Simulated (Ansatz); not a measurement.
# C₂H₉BOSi: up Jacob's ladder to CCSD(T)

One table from this session's results is given with a row withheld; the runs are named, their logs left out.

Program: Ansatz 0.2.0, Gaussian basis. Level of theory: functionals in def2-TZVPP, the program's frozen cores in correlated methods. These are calculated values, not measurements.

The runs, in order: PBE-D4, r2SCAN-D4, PBE0-D4, B3LYP-D4, ωB97X-V, ωB97M-V, B2PLYP; CCSD(T)/def2-TZVPP; MP2/def2-QZVPP; extrapolation to the limit.

### Structure used throughout

The geometry comes from an earlier relaxation with PBE0-D4 in a triple-zeta def2 set; it is a stationary point, not always the lowest conformer.

14 atoms, charge 0, spin multiplicity 1.

Atoms are counted from 1 here; the program's logs count them from 0.

Bond lengths: B1–C2 1.556 Å, B1–H6 1.198 Å, B1–H7 1.198 Å, C2–C3 1.519 Å, C2–H8 1.096 Å, C2–H9 1.105 Å, C3–O4 1.431 Å, C3–Si5 1.899 Å, C3–H10 1.101 Å, O4–H11 0.961 Å, Si5–H12 1.486 Å, Si5–H13 1.489 Å, Si5–H14 1.491 Å. Angles: C2–B1–H6 120.6°, C2–B1–H7 120.4°, H6–B1–H7 118.8°, B1–C2–C3 114.8°, B1–C2–H8 112.2°, B1–C2–H9 103.8°, C3–C2–H8 110.9°, C3–C2–H9 109.8°, H8–C2–H9 104.6°, C2–C3–O4 105.8°, C2–C3–Si5 113.4°, C2–C3–H10 108.0°, O4–C3–Si5 110.3°, O4–C3–H10 109.9°, Si5–C3–H10 109.4°, C3–O4–H11 109.0°, C3–Si5–H12 109.9°, C3–Si5–H13 110.8° and more.

The first run:

in.yaml reads:

```yaml
crystal:
  periodic: [false, false, false]
  atoms:
    - {symbol: B, position_ang: [-1.459506, 1.786402, -0.025668]}
    - {symbol: C, position_ang: [-0.566516, 0.670193, 0.590078]}
    - {symbol: C, position_ang: [0.251317, -0.118795, -0.417738]}
    - {symbol: O, position_ang: [-0.699441, -0.749281, -1.282202]}
    - {symbol: Si, position_ang: [1.379610, -1.420116, 0.381446]}
    - {symbol: H, position_ang: [-2.388883, 2.229884, 0.586177]}
    - {symbol: H, position_ang: [-1.181074, 2.270721, -1.085377]}
    - {symbol: H, position_ang: [-1.135416, -0.001214, 1.243406]}
    - {symbol: H, position_ang: [0.107739, 1.218809, 1.272274]}
    - {symbol: H, position_ang: [0.863998, 0.593206, -0.991822]}
    - {symbol: H, position_ang: [-0.230617, -1.187190, -1.997302]}
    - {symbol: H, position_ang: [0.582770, -2.297527, 1.278319]}
    - {symbol: H, position_ang: [2.465998, -0.768766, 1.165097]}
    - {symbol: H, position_ang: [1.997121, -2.255526, -0.687988]}
basis:
  gaussian: {orbitals: def2-TZVPP}
hamiltonian: {xc: pbe, dispersion: d4}
output: {forces: true, orbitals: {seedname: orbitals}}
```

Run with:

```bash
> ansatz run in.yaml --threads 4 --pin off --events-out ev --progress --plain --max-ram 10444MiB
```

Among the steps run: PBE-D4 (GGA); r2SCAN-D4 (meta-GGA); PBE0-D4 (hybrid); B3LYP-D4 (hybrid); ωB97X-V (range-separated); ωB97M-V (range-separated); B2PLYP (double hybrid); CCSD(T) in def2-TZVPP; MP2 in def2-QZVPP.

One of the session's tables, all rows but one given; the rest of the session is left out.

It belongs to the step «Atomisation energies». 

| method | atomisation energy (eV) |
| --- | --- |
| PBE-D4 | 51.957 |
| r2SCAN-D4 | 51.523 |
| PBE0-D4 | 51.376 |
| B3LYP-D4 | 51.464 |
| ωB97X-V | 51.598 |
| ωB97M-V | 51.590 |
| B2PLYP | ? |
| HF/def2-TZVPP | 38.546 |
| MP2/def2-TZVPP | 50.626 |
| CCSD/def2-TZVPP | 49.582 |
| CCSD(T)/def2-TZVPP | 50.169 |
| MP2/CBS | 51.817 |
| CCSD(T)/CBS | 51.361 |

Q: Estimate the row for B2PLYP from the others.

The run gave: atomisation energy (eV): 50.864. In the column «atomisation energy (eV)» it lies between MP2/def2-TZVPP (50.626) and CCSD(T)/CBS (51.361).
